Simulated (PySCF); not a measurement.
# A diatomic session: TcF

One job finds the state of TcF, follows it along the bond with each method and fits the curves.

Program: PySCF 2.14.0. Level of theory: Tc x2c-TZVPPall, F x2c-TZVPPall, spin-free X2C with a Gaussian nucleus. These are calculated values, not measurements.

## Step 1: Set-up

A driver script around PySCF takes these settings:

| Quantity | Value |
| --- | --- |
| atoms | Tc, F |
| charge | 0 |
| basis | Tc x2c-TZVPPall, F x2c-TZVPPall |
| Hamiltonian | spin-free X2C with a Gaussian nucleus |
| basis functions | 110 |
| electrons treated | 52 |
| masses in u | 98.9072, 18.9984 |
| levels | PBE0, PBE, r²SCAN, B97-3, MN15, PW91, TPSSh, HSE06, HF, MP2, SCS-MP2, CCSD, CCSD(T) |
| grid | 80 radial by 434 angular points |
| occupations | held fixed by the projection of orbital angular momentum |
| dissociation limit | Tc + F, each in its ground configuration |
| starting distance in angstrom | 1.855 |
| values of 2S to try | 0, 2, 4, 6, 8 |

Started as:

```sh
OMP_NUM_THREADS=2 python dia.py task.json out
```

After this run come: PBE0 along the bond; Higher solutions at PBE0; PBE (GGA); r²SCAN (meta-GGA); B97-3 (global hybrid GGA); MN15 (hybrid meta-GGA); PW91 (GGA); TPSSh; HSE06 (range-separated hybrid); UHF (mean field); MP2 and coupled cluster.

Before running it: what results should come out? Wanted: for each run, Re; ωe; De; μ.

**Answer**, as computed:

Lowest PBE0 solution found, without spin–orbit coupling: ⁷Σ⁺ (septet), unpaired electrons σ ↑↑, π ↑↑, δ ↑↑. State 2 has its PBE0 minimum 0.32 eV higher. State 3 has its PBE0 minimum 0.45 eV higher. State 4 has its PBE0 minimum 0.57 eV higher. The other levels ran on the lowest alone.

```tsv
level	Re (Å)	ωe (cm⁻¹)	De (eV)	μ (D)
UHF	2.001	546	3.45	-2.81
UHF-MP2	1.969	562	4.74	n/a
UHF-SCS-MP2	1.978	557	4.39	n/a
UHF-CCSD	1.974	563	4.32	n/a
UHF-CCSD(T)	1.972	564	4.38	n/a
PBE	1.975	543	5.24	-1.61
PW91	1.974	545	5.29	-1.62
r²SCAN	1.968	561	5.23	-1.83
TPSSh	1.968	559	5.00	-1.78
PBE0	1.964	562	4.84	-1.99
B97-3	1.977	547	4.26	-2.00
HSE06	1.968	560	4.82	-2.03
MN15	1.957	571	4.76	-1.98
```

De is counted to Tc + F in their ground configurations. A positive dipole means Tc(−)F(+).

Differences from CCSD(T) in the same basis:

```tsv
level	Re (mÅ)	ωe (%)
UHF	+28	-3.2
UHF-MP2	-3	-0.4
UHF-SCS-MP2	+5	-1.4
UHF-CCSD	+2	-0.2
PBE	+3	-3.8
PW91	+1	-3.4
r²SCAN	-5	-0.5
TPSSh	-4	-1.0
PBE0	-8	-0.4
B97-3	+5	-3.1
HSE06	-4	-0.8
MN15	-16	+1.2
```

Judged by CCSD(T) in the same basis: best bond length PW91 (+1 mÅ), worst UHF (+28 mÅ); best wavenumber UHF-CCSD (-0.2 %), worst PBE (-3.8 %). Among the levels with a De in the table, it runs from 3.45 eV (UHF) to 5.29 eV (PW91).

Correlated steps freeze 15 core orbitals. The state is the lowest single determinant that the PBE0 search found; with open d or f shells the true ground state can be another one. Spin–orbit coupling is left out.
